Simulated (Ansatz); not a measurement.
Write a Python script for Ansatz's Python interface that makes a rigid scan of one bond length of H5OSbSi2, SMILES [SiH3][SiH]1[O][SbH]1. Settings (for the species named): r2SCAN, def2-SVP basis, multiplicity 1.

```xyz
9

Si    0.0633    1.3534    0.0899
Si   -0.5842   -0.6766    0.6598
O     0.7519   -1.7111    0.6377
Sb   -0.0243   -2.3983   -1.0600
H     0.8667    1.3355   -1.1382
H     0.7619    2.0362    1.1798
H    -1.1630    2.1929   -0.2059
H    -1.3987   -0.9285    1.8177
H     0.8149   -1.2498   -1.9978
```

Script `run_scan.py`:
```python
"""Stretching a bond of H5OSbSi2, the rest held rigid."""

import logging
import sys

import ansatz as az
from ase import Atoms
import numpy as np

logging.basicConfig(stream=sys.stdout, format="%(levelname)s %(message)s")
log = logging.getLogger("ansatz_job")
log.setLevel(logging.INFO)

BASIS = "def2-SVP"
XC = "r2SCAN"

atoms = Atoms(["Si", "Si", "O", "Sb", "H", "H", "H", "H", "H"], positions=[
    [0.0633, 1.3534, 0.0899],
    [-0.5842, -0.6766, 0.6598],
    [0.7519, -1.7111, 0.6377],
    [-0.0243, -2.3983, -1.06],
    [0.8667, 1.3355, -1.1382],
    [0.7619, 2.0362, 1.1798],
    [-1.163, 2.1929, -0.2059],
    [-1.3987, -0.9285, 1.8177],
    [0.8149, -1.2498, -1.9978],
])
system = az.Crystal.molecule_from_ase(atoms)

symbols = [site.symbol for site in system.cartesian_sites]
start = np.array([site.position_ang for site in system.cartesian_sites])
axis = (start[4] - start[0]) / np.linalg.norm(start[4] - start[0])
moving = [4]
lengths, energies = [1.292, 1.35, 1.409, 1.468, 1.526, 1.585, 1.644, 1.732], []
for length in lengths:
    xyz = start.copy()
    xyz[moving] += (length - np.linalg.norm(start[4] - start[0])) * axis
    point = az.Crystal.molecule()
    for symbol, xyz in zip(symbols, xyz):
        point = point.atom(symbol, xyz.tolist())
    base = point.calculation().basis(gaussian=BASIS).functional(XC)
    rep = base.run(threads=1, backend="cpu").report
    energies.append(rep["free_energy_ev"])
    log.info(f"r = {length:6.3f} A  E = {energies[-1]:.5f} eV  <S^2> = {abs(rep['mean_field']['state']['spin_squared']):.3f}")

# quartic fit about the minimum
fit = np.polynomial.Polynomial.fit(lengths, np.array(energies) - min(energies), 4).convert()
roots = [r.real for r in fit.deriv().roots() if abs(r.imag) < 1e-9 and fit.deriv(2)(r.real) > 0]
r_e = min(roots, key=lambda r: abs(r - lengths[int(np.argmin(energies))]))
log.info(f"minimum of the fit at {r_e:.4f} A, force constant {fit.deriv(2)(r_e):.2f} eV/A^2")
```

Output of `python run_scan.py`:
```text
INFO r =  1.292 A  E = -24413.81253 eV  <S^2> = 0.000
INFO r =  1.350 A  E = -24414.07349 eV  <S^2> = 0.000
INFO r =  1.409 A  E = -24414.22598 eV  <S^2> = 0.000
INFO r =  1.468 A  E = -24414.28902 eV  <S^2> = 0.000
INFO r =  1.526 A  E = -24414.28310 eV  <S^2> = 0.000
INFO r =  1.585 A  E = -24414.22377 eV  <S^2> = 0.000
INFO r =  1.644 A  E = -24414.12339 eV  <S^2> = 0.000
INFO r =  1.732 A  E = -24413.91874 eV  <S^2> = 0.000
INFO minimum of the fit at 1.4903 A, force constant 18.07 eV/A^2
```

Reading the output:
- Total energies depend on the basis set; only differences at equal settings carry meaning.
- The rest of the molecule is held rigid at a force-field or estimated start geometry, and the basis set is modest; single-reference methods fail as a bond breaks.
- def2 sets replace the cores of elements past krypton by effective core potentials.
- The orbitals are restricted, so S² is zero by construction.
- Hardware and time: 46 s on 1 thread of Arm Neoverse V2 (shared host), peak memory 0.23 GiB.

(Lines on the test bed's own set-up are left out of the output.)
